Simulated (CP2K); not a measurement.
**triplet GeClF: levels of theory compared**

We compute a comparison of 5 runs (UB3LYP/6-31G*, UPBE0/TZV2P-MOLOPT-PBE0-GTH, AM1, PM3, PM6) of triplet GeClF. 

The calculation is run with CP2K 2026.2.

2 further runs of the same task are left out: 2 set aside as unsound or not needed. Runs told in other sessions of the task aren't counted.

### 1 The structure to begin with

GeClF: 3 atoms, total charge 0, spin state triplet. SMILES of the parent species: `[F][Ge][Cl]`. The coordinates come from a PBE0-D4/def2-TZVP relaxation. That shape belongs to the parent species and isn't relaxed for this state.

Bond lengths: F1–Ge2 1.748 Å, Ge2–Cl3 2.180 Å. Angles: F1–Ge2–Cl3 98.3°.

### 2 A single-point energy at UB3LYP/6-31G(d) (spherical functions) (run 1)

Input file molecule.xyz:

```xyz
3

F      0.110400     1.418700     0.206200
Ge    -0.762800     0.035600    -0.410300
Cl     0.641600    -1.519100     0.191000
```

Input file qs.inp:

```
&global
  project_name qs
  run_type ENERGY
  print_level MEDIUM
&end global

&force_eval
  method QUICKSTEP
  &dft
    basis_set_file_name ./6_31gs.basis
    potential_file_name POTENTIAL
    multiplicity 3
    uks T
    ! Quickstep
    &qs
      method GAPW
      eps_default 1.0E-10
    &end qs
    &mgrid
      cutoff 280
      rel_cutoff 50
      ngrids 4
    &end mgrid
    ! isolated system
    &poisson
      periodic NONE
      poisson_solver MULTIPOLE
    &end poisson
    ! SCF settings
    &scf
      scf_guess ATOMIC
      eps_scf 1.0E-06
      max_scf 30
      &ot
        minimizer DIIS
        preconditioner FULL_ALL
      &end ot
      &outer_scf
        eps_scf 1.0E-06
        max_scf 5
      &end outer_scf
    &end scf
    ! exchange and correlation
    &xc
      &xc_functional
        &hyb_gga_xc_b3lyp
        &end hyb_gga_xc_b3lyp
      &end xc_functional
      &hf
        fraction 0.2
        &screening
          eps_schwarz 1.0E-10
        &end screening
        &memory
          max_memory 1050
        &end memory
      &end hf
    &end xc
    &print
      &moments
        periodic F
        reference COM
        max_moment 1
      &end moments
      &mo_cubes
        nlumo 1
        nhomo -1
        write_cube F
      &end mo_cubes
      &lowdin ON
      &end lowdin
      &hirshfeld OFF
      &end hirshfeld
    &end print
  &end dft
  ! structure
  &subsys
    ! vacuum box
    &cell
      abc 8.4 9.9 7.6
      periodic NONE
    &end cell
    &topology
      coord_file_name molecule.xyz
      coord_file_format XYZ
      &center_coordinates
      &end center_coordinates
    &end topology
    &kind F
      basis_set 6-31Gs
      potential ALL
      lebedev_grid 194
      radial_grid 100
    &end kind
    &kind Ge
      basis_set 6-31Gs
      potential ALL
      lebedev_grid 194
      radial_grid 100
    &end kind
    &kind Cl
      basis_set 6-31Gs
      potential ALL
      lebedev_grid 194
      radial_grid 100
    &end kind
  &end subsys
&end force_eval
```

Started as:

```bash
$ OMP_NUM_THREADS=1 cp2k.psmp -i qs.inp > qs.out 2>&1
```

What it wrote:

```text
CP2K| version string:                                       CP2K version 2026.2
[...]
 GLOBAL| Method name                                                        CP2K
[...]
 GLOBAL| Run type                                                         ENERGY
[...]
 DFT| Spin unrestricted (spin-polarized) Kohn-Sham calculation               UKS
 DFT| Multiplicity                                                             3
[...]
 DFT| Charge                                                                   0
[...]
 FUNCTIONAL| HYB_GGA_XC_B3LYP:
[...]
 QS| Method:                                                                GAPW
[...]
 QS| Density cutoff [a.u.]:                                                140.0
[...]
 QS| Relative density cutoff [a.u.]:                                        25.0
[...]
                             - Atoms:                                          3
[...]
                             - Spherical basis functions:                     64
[...]
 Number of electrons:                                                         30
[...]
     1 OT DIIS     0.15E+00    7.0     0.30311713     -2556.8852089521 -2.56E+03
[...]
    17 OT DIIS     0.15E+00    2.0     0.00000043     -2636.7561835603 -9.47E-09
  *** SCF run converged in    17 steps ***
[...]
  Overlap energy of the core charge distribution:               0.00000140559706
  Self energy of the core charge distribution:               -838.34112492678753
  Core Hamiltonian energy:                                  -1973.95289523813062
  Hartree energy:                                             114.52926438291800
  Exchange-correlation energy:                                -17.06428547742473
  Hartree-Fock Exchange energy:                               -23.00314139977387
[...]
 ENERGY| Total FORCE_EVAL ( QS ) energy [hartree]          -2636.756183560316458
[...]
```

It took 1.7 min on 1 thread of Intel Xeon 6975P-C (Granite Rapids), shared host; peak memory 0.57 GiB.

### 3 The energy at UPBE0/TZV2P-MOLOPT-PBE0-GTH (core potential) (run 2)

Input file mol.inp:

```
&GLOBAL
   PROJECT_NAME mol
   RUN_TYPE ENERGY
   PRINT_LEVEL MEDIUM
&END GLOBAL

&FORCE_EVAL
   METHOD QS
   &DFT
      BASIS_SET_FILE_NAME BASIS_MOLOPT_UZH
      BASIS_SET_FILE_NAME BASIS_ADMM_UZH
      POTENTIAL_FILE_NAME POTENTIAL_UZH
      MULTIPLICITY 3
      UKS T
      &QS
         METHOD GPW
         EPS_DEFAULT 1.0E-10
      &END QS
      &MGRID
         CUTOFF 400
         REL_CUTOFF 50
         NGRIDS 4
      &END MGRID
      &POISSON
         PERIODIC NONE
         POISSON_SOLVER MULTIPOLE
      &END POISSON
      &SCF
         SCF_GUESS ATOMIC
         EPS_SCF 1.0E-06
         MAX_SCF 50
         &OT
            MINIMIZER DIIS
            PRECONDITIONER FULL_SINGLE_INVERSE
         &END OT
         &OUTER_SCF
            EPS_SCF 1.0E-06
            MAX_SCF 5
         &END OUTER_SCF
      &END SCF
      &XC
         &XC_FUNCTIONAL
            &PBE
               SCALE_X 0.75
               SCALE_C 1.0
            &END PBE
         &END XC_FUNCTIONAL
         &HF
            FRACTION 0.25
            &SCREENING
               EPS_SCHWARZ 1.0E-09
            &END SCREENING
            &MEMORY
               MAX_MEMORY 1050
            &END MEMORY
         &END HF
      &END XC
      &AUXILIARY_DENSITY_MATRIX_METHOD
         ADMM_TYPE ADMMS
         EXCH_CORRECTION_FUNC PBEX
      &END AUXILIARY_DENSITY_MATRIX_METHOD
      &PRINT
         &MOMENTS
            PERIODIC F
            REFERENCE COM
            MAX_MOMENT 1
         &END MOMENTS
         &MO_CUBES
            NLUMO 5
            NHOMO -1
            WRITE_CUBE F
         &END MO_CUBES
         &HIRSHFELD OFF
         &END HIRSHFELD
      &END PRINT
   &END DFT
   &SUBSYS
      &CELL
         ABC 8.4 9.9 7.6
         PERIODIC NONE
      &END CELL
      &COORD
         F      4.371000     6.418900     4.108250
         Ge     3.497800     5.035800     3.491750
         Cl     4.902200     3.481100     4.093050
      &END COORD
      &KIND F
         BASIS_SET ORB TZV2P-MOLOPT-PBE0-GTH-q7
         BASIS_SET AUX_FIT admm-tzp-q7
         POTENTIAL GTH-PBE0-q7
      &END KIND
      &KIND Ge
         BASIS_SET ORB TZV2P-MOLOPT-PBE0-GTH-q4
         BASIS_SET AUX_FIT admm-tzp-q4
         POTENTIAL GTH-PBE0-q4
      &END KIND
      &KIND Cl
         BASIS_SET ORB TZV2P-MOLOPT-PBE0-GTH-q7
         BASIS_SET AUX_FIT admm-tzp-q7
         POTENTIAL GTH-PBE0-q7
      &END KIND
   &END SUBSYS
&END FORCE_EVAL
```

Started as:

```bash
$ OMP_NUM_THREADS=1 cp2k.psmp -i mol.inp > mol.out 2>&1
```

What it wrote:

```text
CP2K| version string:                                       CP2K version 2026.2
[...]
 GLOBAL| Method name                                                        CP2K
[...]
 GLOBAL| Run type                                                         ENERGY
[...]
 DFT| Spin unrestricted (spin-polarized) Kohn-Sham calculation               UKS
 DFT| Multiplicity                                                             3
[...]
 DFT| Charge                                                                   0
[...]
 FUNCTIONAL| PBE:
 QS| Method:                                                                 GPW
[...]
 QS| Density cutoff [a.u.]:                                                200.0
[...]
 QS| Relative density cutoff [a.u.]:                                        25.0
[...]
                             - Atoms:                                          3
[...]
                             - Spherical basis functions:                     87
[...]
 Number of electrons:                                                         10
[...]
     1 OT DIIS     0.80E-01    5.0     0.09063127       -41.7227769393 -4.17E+01
[...]
  *** SCF run converged in    11 steps ***
[...]
  Overlap energy of the core charge distribution:               0.00000007540762
  Self energy of the core charge distribution:               -107.53778188064203
  Core Hamiltonian energy:                                     27.72862068162627
  Hartree energy:                                              45.41757290476712
  Exchange-correlation energy:                                 -6.66327263079299
  Hartree-Fock Exchange energy:                                -1.98574334678882
  Total energy:                                               -43.04060419642282
[...]
 HOMO - LUMO gap [eV] :    3.752369
 ENERGY| Total FORCE_EVAL ( QS ) energy [hartree]            -43.040604196422819
[...]
```

Run time: 4.4 min. Hardware: 1 thread of Intel Xeon 6975P-C (Granite Rapids), shared host; peak memory 0.91 GiB.

Run 3 isn't shown in full; the table further down has it.

### 4 The energy at PM3 (run 4)

Input file run.inp:

```
&GLOBAL
    PROJECT run
    RUN_TYPE ENERGY
    PRINT_LEVEL MEDIUM
&END GLOBAL
&FORCE_EVAL
    METHOD QS
    &DFT
        MULTIPLICITY 3
        UKS T
        # Quickstep
        &QS
            METHOD PM3
            EPS_DEFAULT 1.0E-10
            &SE
                &COULOMB
                    CUTOFF [angstrom] 50
                    RC_RANGE [angstrom] 0
                &END COULOMB
                &EXCHANGE
                    CUTOFF [angstrom] 50
                    RC_RANGE [angstrom] 0
                &END EXCHANGE
            &END SE
        &END QS
        # isolated system
        &POISSON
            PERIODIC NONE
            POISSON_SOLVER ANALYTIC
        &END POISSON
        # SCF settings
        &SCF
            SCF_GUESS ATOMIC
            EPS_SCF 1.0E-07
            MAX_SCF 100
            ADDED_MOS 8
            &DIAGONALIZATION
                ALGORITHM STANDARD
            &END DIAGONALIZATION
            &MIXING
                METHOD DIRECT_P_MIXING
                ALPHA 0.4
            &END MIXING
        &END SCF
        # extra output
        &PRINT
            &MOMENTS
                PERIODIC F
                REFERENCE COM
                MAX_MOMENT 1
            &END MOMENTS
            &MO ON
                ENERGIES T
                OCCUPATION_NUMBERS T
                NDIGITS 6
                &EACH
                    QS_SCF 0
                &END EACH
                ADD_LAST NUMERIC
            &END MO
            &HIRSHFELD OFF
            &END HIRSHFELD
        &END PRINT
    &END DFT
    &SUBSYS
        # box in angstrom
        &CELL
            ABC 17.4 18.9 16.6
            PERIODIC NONE
        &END CELL
        &COORD
            F      0.110400     1.418700     0.206200
            Ge    -0.762800     0.035600    -0.410300
            Cl     0.641600    -1.519100     0.191000
        &END COORD
        &TOPOLOGY
            &CENTER_COORDINATES
            &END CENTER_COORDINATES
        &END TOPOLOGY
    &END SUBSYS
&END FORCE_EVAL
```

Started as:

```bash
$ OMP_NUM_THREADS=1 cp2k.psmp -i run.inp -o run.out
```

What it wrote:

```text
CP2K| version string:                                       CP2K version 2026.2
[...]
 GLOBAL| Method name                                                        CP2K
[...]
 GLOBAL| Run type                                                         ENERGY
[...]
 *** WARNING in qs_environment.F:2191 :: More ADDED_MOs requested for beta ***
 *** spin than available.                                                  ***
[...]
                             - Atoms:                                          3
[...]
                             - Spherical basis functions:                     12
[...]
 Number of electrons:                                                         10
[...]
     1 P_Mix/Diag. 0.40E+00    0.0     0.43614765       -29.3635843904 -2.94E+01
[...]
    22 DIIS/Diag.  0.85E-07    0.0     0.00000008       -31.0734798194 -1.14E-13
  *** SCF run converged in    22 steps ***
  Core-core repulsion energy [eV]:                            522.00979198250047
  Core Hamiltonian energy [eV]:                             -1393.42994739411324
  Two-electron integral energy [eV]:                           51.73553657379620
  Electronic energy [eV]:                                   -1367.56217910721512
  Total energy [eV]:                                         -845.55238712471476
  Atomic reference energy [eV]:                               842.68507776840727
  Heat of formation [kcal/mol]:                               -66.12172979879250
[...]
 SE_DIPOLE| Moment [Debye]          2.57048406      -0.11638364       1.38238115
 SE_DIPOLE| Derivative [a.u.]       0.00000000       0.00000000       0.00000000
 ENERGY| Total FORCE_EVAL ( QS ) energy [hartree]            -31.073479819402415
[...]
```

It took 0.81 s on 1 thread of Intel Xeon 6975P-C (Granite Rapids), shared host; peak memory 0.19 GiB.

### 5 A single-point energy at PM6 (run 5)

molecule.xyz is that of step 2.

Input file molecule.inp:

```
&GLOBAL
    PROJECT molecule
    RUN_TYPE ENERGY
    PRINT_LEVEL MEDIUM
&END GLOBAL

&FORCE_EVAL
    METHOD QS
    &DFT
        CHARGE 0
        MULTIPLICITY 3
        UKS T
        &QS
            METHOD PM6
            EPS_DEFAULT 1.0E-10
            &SE
                &COULOMB
                    CUTOFF [angstrom] 50
                    RC_RANGE [angstrom] 0
                &END COULOMB
                &EXCHANGE
                    CUTOFF [angstrom] 50
                    RC_RANGE [angstrom] 0
                &END EXCHANGE
            &END SE
        &END QS
        &POISSON
            PERIODIC NONE
            POISSON_SOLVER ANALYTIC
        &END POISSON
        &SCF
            SCF_GUESS ATOMIC
            EPS_SCF 1.0E-07
            MAX_SCF 100
            ADDED_MOS 2
            &DIAGONALIZATION
                ALGORITHM STANDARD
            &END DIAGONALIZATION
            &MIXING
                METHOD DIRECT_P_MIXING
                ALPHA 0.4
            &END MIXING
        &END SCF
        &PRINT
            &MOMENTS
                PERIODIC F
                REFERENCE COM
                MAX_MOMENT 1
            &END MOMENTS
            &MO ON
                ENERGIES T
                OCCUPATION_NUMBERS T
                NDIGITS 6
                &EACH
                    QS_SCF 0
                &END EACH
                ADD_LAST NUMERIC
            &END MO
            &HIRSHFELD OFF
            &END HIRSHFELD
        &END PRINT
    &END DFT
    &SUBSYS
        &CELL
            ABC [angstrom] 11.4 12.9 10.6
            PERIODIC NONE
        &END CELL
        &TOPOLOGY
            COORD_FILE_NAME molecule.xyz
            COORD_FILE_FORMAT XYZ
            &CENTER_COORDINATES
            &END CENTER_COORDINATES
        &END TOPOLOGY
    &END SUBSYS
&END FORCE_EVAL
```

Started as:

```bash
$ OMP_NUM_THREADS=1 cp2k.psmp molecule.inp > molecule.out
```

What it wrote:

```text
CP2K| version string:                                       CP2K version 2026.2
[...]
 GLOBAL| Method name                                                        CP2K
[...]
 GLOBAL| Run type                                                         ENERGY
[...]
                             - Atoms:                                          3
[...]
                             - Spherical basis functions:                     17
[...]
 Number of electrons:                                                         10
[...]
     1 P_Mix/Diag. 0.40E+00    0.0     0.45597635       -28.0258939714 -2.80E+01
[...]
    25 DIIS/Diag.  0.43E-07    0.0     0.00000003       -29.5781299505 -7.11E-14
  *** SCF run converged in    25 steps ***
  Core-core repulsion energy [eV]:                            547.31385670505495
  Core Hamiltonian energy [eV]:                             -1326.35125475377617
  Two-electron integral energy [eV]:                          -51.64889958688262
  Electronic energy [eV]:                                   -1352.17570454721772
  Total energy [eV]:                                         -804.86184784216255
  Atomic reference energy [eV]:                               803.69691916840748
  Heat of formation [kcal/mol]:                               -26.86389553030245
[...]
 SE_DIPOLE| Moment [Debye]          2.35007491       0.55226572       1.33186163
 SE_DIPOLE| Derivative [a.u.]       0.00000000       0.00000000       0.00000000
 ENERGY| Total FORCE_EVAL ( QS ) energy [hartree]            -29.578129950500095
[...]
```

Wall time 0.81 s (1 thread of Intel Xeon 6975P-C (Granite Rapids), shared host); peak memory 0.19 GiB.

### 6 The series

```tsv
run	level	core potential	scheme	energy (Eh)	dipole moment (D)	HOMO energy (eV)	wall time
1	UB3LYP/6-31G* (spherical functions)	none	GAPW	-2636.756184	2.00	-4.85	1.7 min
2	UPBE0/TZV2P-MOLOPT-PBE0-GTH (core potential)	GTH-PBE0	GPW	-43.040604	2.21	-5.45	4.4 min
3	AM1	–	–	-34.630615	3.46	–	1.2 s
4	PM3	–	–	-31.073480	2.92	-9.64	0.81 s
5	PM6	–	–	-29.578130	2.76	-7.31	0.81 s
```

### 7 What came out

```
                                 quantity           value
                      run 5: total energy    -29.57813 Eh
                     run 5: dipole moment          2.76 D
run 5: HOMO energy (highest over α and β)        -7.31 eV
 run 5: LUMO energy (lowest over α and β)        -4.10 eV
                 run 5: heat of formation  -26.9 kcal/mol
```

**Reading.** The dipole moment (its size) runs from 2.00 D (UB3LYP/6-31G*) to 3.46 D (AM1). The two ends differ in method and basis and Hamiltonian. Totals of different functionals can't be ranked against each other. Some runs of one species differ in core potentials or relativity; totals across that change don't compare. Force-field and semi-empirical energies have zeros of their own, so their totals don't compare. All runs together took 6.2 min, the longest 4.4 min.
